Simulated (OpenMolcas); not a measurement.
# B97-D (no dispersion term)/aug-cc-pVTZ run of GaF (SMILES [F][Ga])

What is the vertical electron affinity of GaF at B97-D (no dispersion term)/aug-cc-pVTZ? 

Program for the calculation: OpenMolcas 26.06.

10 further runs of the same task are left out: 10 set aside as unsound or not needed.

### Step 1. Starting point

The species is GaF (2 atoms), meant as a singlet with charge 0. SMILES: `[F][Ga]`. The shape comes from GFN2-xTB, which is rough for such elements, and wasn't checked as a minimum.

Bond lengths: F1–Ga2 1.799 Å.

### Step 2. Energy and forces at B97-D (no dispersion term)/aug-cc-pVTZ

Input file coord.xyz:

```xyz
2

F      0.000000     0.000000     0.000000
Ga     0.000000     0.000000     1.799150
```

Input file job.input:

```
&GATEWAY
 BasLib
 $CurrDir
 Coord
 coord.xyz
 Basis
 aug-cc-pVTZ
 Group
 NoSym

&SEWARD

&SCF
 KSDFT
 GGA_XC_B97_D
 Thresholds
 1e-06 0.001 0.001 0.01
 PrOrbitals
 1 1

&ALASKA
```

The basis set aug-cc-pVTZ is read from a file made from the Basis Set Exchange's data (not shown).

Run with:

```sh
$ export MOLCAS_MEM=1860
$ pymolcas job.input > job.log
```

Output:

```text
--- Start Module: gateway ---

                                              &GATEWAY

                       available to each process: 1.9 GB of memory, 1 thread

 Basis Set     1 Label: F.AUG-CC-PVTZ
 Basis set is read from library:.
 basistype.tbl is not found

 Basis Set     2 Label: GA.AUG-CC-PVTZ
 Basis set is read from library:.
 basistype.tbl is not found

++    Symmetry information:
      ---------------------

                    Character Table for C1

                             E
                    a        1  x, y, xy, Rz, z, xz, Ry, yz, Rx, I
--

++    Basis set information:
      ----------------------

      Basis set label: F.AUG-CC-PVTZ.........

      Electronic valence basis set:
      ------------------
      Associated Effective Charge   9.000000 au
      Associated Actual Charge      9.000000 au
      Nuclear Model: Point charge

      Shell  nPrim  nBasis  Cartesian Spherical Contaminant
         s      11       5        X
         p       6       4        X
         d       3       3                 X
         f       2       2                 X

      Basis set label: GA.AUG-CC-PVTZ.........

      Electronic valence basis set:
      ------------------
      Associated Effective Charge  31.000000 au
      Associated Actual Charge     31.000000 au
      Nuclear Model: Point charge

      Shell  nPrim  nBasis  Cartesian Spherical Contaminant
         s      21       7        X
         p      14       6        X
         d      10       4                 X
         f       2       2                 X
--

++    Molecular structure info:
      -------------------------

                    ************************************************
                    **** Cartesian Coordinates / bohr, angstrom ****
                    ************************************************

     Center  Label                x              y              z                     x              y              z
        1      F1               0.000000       0.000000       0.000000              0.000000       0.000000       0.000000
        2      GA2              0.000000       0.000000       3.399901              0.000000       0.000000       1.799150
--

            Nuclear Potential Energy             82.06121877 au

--- Stop Module: gateway /rc=_RC_ALL_IS_WELL_ ---

--- Start Module: seward ---

                                              &SEWARD

                       available to each process: 1.9 GB of memory, 1 thread

               SEWARD will generate:
                  Multipole Moment integrals up to order  2
                  Kinetic Energy integrals
                  Nuclear Attraction integrals (point charge)
                  One-Electron Hamiltonian integrals
                  Velocity integrals
                  Orbital angular momentum around (  0.0000   0.0000   2.6653 )
                  Velocity quadrupole around (  0.0000   0.0000   2.6653 )
                  Two-Electron Repulsion integrals

                   Integrals are discarded if absolute value <: 1.00E-14
                   Integral cutoff threshold is set to       <: 1.00E-16

            Nuclear Potential Energy             82.06121877 au

      Basis set specifications :
      Symmetry species         a
      Basis functions          105

--- Stop Module: seward /rc=_RC_ALL_IS_WELL_ ---
--- Module seward spent 2 seconds ---

--- Start Module: scf ---

                                                &SCF

                       available to each process: 1.9 GB of memory, 1 thread

 ###############################################################################
 ###     Minimized-density-differences option turned off!                    ###
 ###############################################################################
 ###    WARNING:  Find_Functional: Dispersion corrections are                ###
 ###    not implemented!                                                     ###
 ###############################################################################
          Functional=GGA_XC_B97_D
++    Input section:
      --------------

      Header of the integral files:

      Cartesian coordinates in angstrom:
      -----------------------------------------------------
      No.  Label        X            Y            Z
      -----------------------------------------------------
       1   F1         0.00000000   0.00000000   0.00000000
       2   GA2        0.00000000   0.00000000   1.79915000
      -----------------------------------------------------
      Nuclear repulsion energy =   82.06121877
--

++    Orbital specifications:
      -----------------------

      Symmetry species               1
                                     a
      Frozen orbitals                0
      Occupied orbitals             20
      Secondary orbitals            85
      Deleted orbitals               0
      Total number of orbitals     105
      Number of basis functions    105
--

      Molecular charge                           0.000

      Numerical integration parameters
      --------------------------------
      Radial quadrature type:                         MHL
      Size of radial grid:                            75
      Lebedev angular grid:                           29
      Angular grid pruned with the crowding factor:  3.00E+00
                                 and fading factor:  6.00E+00
      Screening threshold for integral computation:   1.00E-11
      Radial quadrature accuracy:                     1.00E-25
      Maximum batch size:                             128
      AO values are stored on disk
      The same grid will be used for all iterations.

      DFT functional specifications
      -----------------------------
      Using Libxc version: 6.2.2
      Please cite the following reference:
      S. Lehtola, C. Steigemann, M. J.T. Oliveira, and M. A.L. Marques.,  SoftwareX 7, 1–5 (2018) doi:10.1016/j.softx.2017.11.002

      * Becke 97-D

++    Optimization specifications:
      ----------------------------

      SCF Algorithm: Conventional
      D(i)-D(i-1) density differences are used
      Number of density matrices in core                 5
      Maximum number of NDDO SCF iterations            400
      Maximum number of HF SCF iterations              400
      Threshold for SCF energy change             1.00E-06
      Threshold for density matrix                1.00E-03
      Threshold for Fock matrix                   1.00E-03
      Threshold for linear dependence             1.00E-09
      Threshold at which DIIS is turned on        1.50E-01
      Maximum depth in the DIIS procedure                5
      Maximum depth in the BFGS Hessian update          30
      Threshold at which QNR/C2DIIS is turned on  7.50E-02
      Threshold for Norm(delta) (QNR/C2DIIS)      1.00E-02
      All orbitals punched on: SCFORB
--

      Input vectors read from INPORB
      Orbital file label: *Guess orbitals

++ Convergence information
                                   [...]      iterations: Energy and convergence statistics

Iter     Tot. [...]      One-elec.       Two-elec.     Energy      Max Dij or  Max Fij      DNorm      TNorm      AccCon     Time
         Energy          Energy          Energy        Change      Delta Norm                                                in Sec.

 The total and one-electron energies are shifted by a value of      2000. a.u.

   1   -25.585009582 -1078.368602321   970.722373974   0.00E+00    9.06E-01*   1.67E-01*    9.61E+00   3.06E+02   None         0.
   2   -22.244009169 -1062.336297835   958.031069901   3.34E+00*   3.43E-01*   5.81E-02*    1.33E+01   3.01E+02   EDIIS        0.
   3   -25.440321398 -1070.343486578   962.841946414  -3.20E+00*   7.58E-02*   4.27E-02*    8.09E+00   3.04E+02   EDIIS        0.
   4   -25.728389476 -1074.962735621   967.173127379  -2.88E-01*   2.27E-02*   9.47E-03*    3.89E+00   3.05E+02   c2DIIS       0.
   5   -25.729218401 -1075.802677186   968.012240020  -8.29E-04*   4.04E-02*   9.65E-03*    9.39E-01   3.05E+02   QNRc2DIIS    0.
   6   -25.727436428 -1074.703637844   966.914982651   1.78E-03*   3.05E-02*   1.33E-02*    1.18E+00   3.05E+02   QNRc2DIIS    0.
   7   -25.729917862 -1074.902878766   967.111742138  -2.48E-03*   6.84E-03    3.92E-03*    5.23E-01   3.05E+02   QNRc2DIIS    0.
   8   -25.730083150 -1075.290961809   967.499659894  -1.65E-04*   8.07E-04    3.96E-04     2.01E-01   3.05E+02   QNRc2DIIS    0.
   9   -25.730085189 -1075.251104451   967.459800497  -2.04E-06*   1.81E-04    6.08E-05     1.55E-02   3.05E+02   QNRc2DIIS    0.
  10   -25.730085237 -1075.250235725   967.458931723  -4.83E-08    5.91E-05    1.54E-05     2.55E-03   3.05E+02   QNRc2DIIS    0.

       Convergence after  10 Iterations
--

 *****************************************************************************************************************************
 *                                             SCF/KS-DFT Program, Final results                                             *
 *                                                       Final Results                                                       *
 *****************************************************************************************************************************

::    Total KS-DFT energy                           -2025.7300852370
      One-electron energy                           -3075.2502357252
      Two-electron energy                             967.4589317228
      Nuclear repulsion energy                         82.0612187654
      Kinetic energy (interpolated)                  2022.0810496472
      Virial theorem                                    1.0018045941
      Total spin, S(S+1)                                0.0000000000
      Total spin, S                                     0.0000000000
      Max non-diagonal density matrix element           0.0000757900
      Max non-diagonal Fock matrix element              0.0000091292

      All orbitals with orbital energies smaller than  E(LUMO)+0.5 are printed

++    Molecular orbitals:
      -------------------

      Title: RKS-DFT orbitals

      Molecular orbitals for symmetry species 1: a

          Orbital            1         2         3         4         5         6         7         8         9        10
          Energy         -370.8872  -45.4613  -40.3468  -40.3468  -40.3437  -24.1933   -5.3102   -3.6426   -3.6426   -3.6340
          Occ. No.          2.0000    2.0000    2.0000    2.0000    2.0000    2.0000    2.0000    2.0000    2.0000    2.0000

          Orbital           11        12        13        14        15        16        17        18        19        20
          Energy           -1.0172   -0.7752   -0.7752   -0.7693   -0.7693   -0.7641   -0.3885   -0.3175   -0.3175   -0.2517
          Occ. No.          2.0000    2.0000    2.0000    2.0000    2.0000    2.0000    2.0000    2.0000    2.0000    2.0000

          Orbital           21        22        23        24        25        26        27        28        29        30
          Energy           -0.0803   -0.0803   -0.0127    0.0006    0.0335    0.0335    0.0529    0.0638    0.0638    0.0727
          Occ. No.          0.0000    0.0000    0.0000    0.0000    0.0000    0.0000    0.0000    0.0000    0.0000    0.0000

          Orbital           31        32        33        34        35        36        37        38        39        40
          Energy            0.0727    0.0798    0.1345    0.2015    0.2237    0.2237    0.2400    0.2400    0.2522    0.2578
          Occ. No.          0.0000    0.0000    0.0000    0.0000    0.0000    0.0000    0.0000    0.0000    0.0000    0.0000

          Orbital           41        42        43        44        45        46        47        48        49        50
          Energy            0.2578    0.2704    0.2704    0.2917    0.2947    0.2947    0.2971    0.2971    0.4149    0.4149
          Occ. No.          0.0000    0.0000    0.0000    0.0000    0.0000    0.0000    0.0000    0.0000    0.0000    0.0000

--

++    Molecular charges:
      ------------------

      Mulliken charges per centre and basis function type
      ---------------------------------------------------

                F1      GA2
      1s       3.8238  8.2793
      2px      1.9149  4.0657
      2pz      1.6080  4.2708
      2py      1.9149  4.0657
      3d2+     0.0000  2.0000
      3d1+     0.0043  2.0115
      3d0     -0.0015  2.0084
      3d1-     0.0043  2.0115
      3d2-     0.0000  2.0000
      4f3+     0.0000  0.0000
      4f2+     0.0000  0.0000
      4f1+     0.0006  0.0030
      4f0      0.0008  0.0105
      4f1-     0.0006  0.0030
      4f2-     0.0000  0.0000
      4f3-     0.0000  0.0000
      Total    9.2707 30.7293

      N-E     -0.2707  0.2707

      Total electronic charge=   40.000000

      Total            charge=   -0.000000
--

++    Molecular properties:
      ---------------------

      Charge (e):
                      =   -0.0000
      Dipole Moment (debye):
      Origin of the operator (angstrom)=    0.0000    0.0000    1.4104
                   X=  5.9152E-14               Y= -3.2604E-15               Z=  2.2936E+00           Total=  2.2936E+00
      Quadrupole Moment (debye*angstrom):
      Origin of the operator (angstrom)=    0.0000    0.0000    1.4104
                  XX= -1.9064E+01              XY= -2.4101E-15              XZ=  3.5136E-14              YY= -1.9064E+01
                  YZ= -7.8933E-17              ZZ= -2.5581E+01
      In traceless form (debye*angstrom)
                  XX=  3.2586E+00              XY= -3.6152E-15              XZ=  5.2703E-14              YY=  3.2586E+00
                  YZ= -1.1840E-16              ZZ= -6.5171E+00
--

--- Stop Module: scf /rc=_RC_ALL_IS_WELL_ ---
--- Module scf spent 4 seconds ---

--- Start Module: alaska ---

                                              &ALASKA

                       available to each process: 1.9 GB of memory, 1 thread

                     Threshold for contributions to the gradient: 1.000E-07

                    ********************************************
                    * Symmetry Adapted Cartesian Displacements *
                    ********************************************

           Irreducible representation : a
           Basis function(s) of irrep: x, y, xy, Rz, z, xz, Ry, yz, Rx, I

 Basis Label        Type   Center Phase
   1   F1           x         1     1
   2   F1           y         1     1
   3   F1           z         1     1
   4   GA2          x         2     1
   5   GA2          y         2     1
   6   GA2          z         2     1

                     No automatic utilization of translational and rotational invariance of the energy is employed.

 ###############################################################################
 ###    WARNING:  Find_Functional: Dispersion corrections are                ###
 ###    not implemented!                                                     ###
 ###############################################################################
          Functional=GGA_XC_B97_D
 Rotational correction to the DFT gradient is turned off due to close-to-degeneracy problems!

 DFT contribution computed for a moving grid.

 Conventional ERI gradients!

 **************************************************
 *              Molecular gradients               *
 **************************************************

  Irreducible representation: a
 ------------------------------------------------------------------------------------------
                              X                       Y                       Z
 ------------------------------------------------------------------------------------------
  F1               -2.19892992157891E-15    3.22228954959810E-14    4.23633235951115E-03
  GA2               2.19979728331690E-15   -3.22158481818598E-14   -4.23633235949694E-03
 ------------------------------------------------------------------------------------------

--- Stop Module: alaska /rc=_RC_ALL_IS_WELL_ ---
--- Module alaska spent 5 seconds ---

.##################.
.# Happy landing! #.
.##################.

    Timing: Wall=13.41 User=11.33 System=2.07
```

Run time: 14 s. Hardware: 1 thread of Arm Neoverse V1, shared host; peak memory 0.6 GiB.

(Part 1 of 2 ends here.)
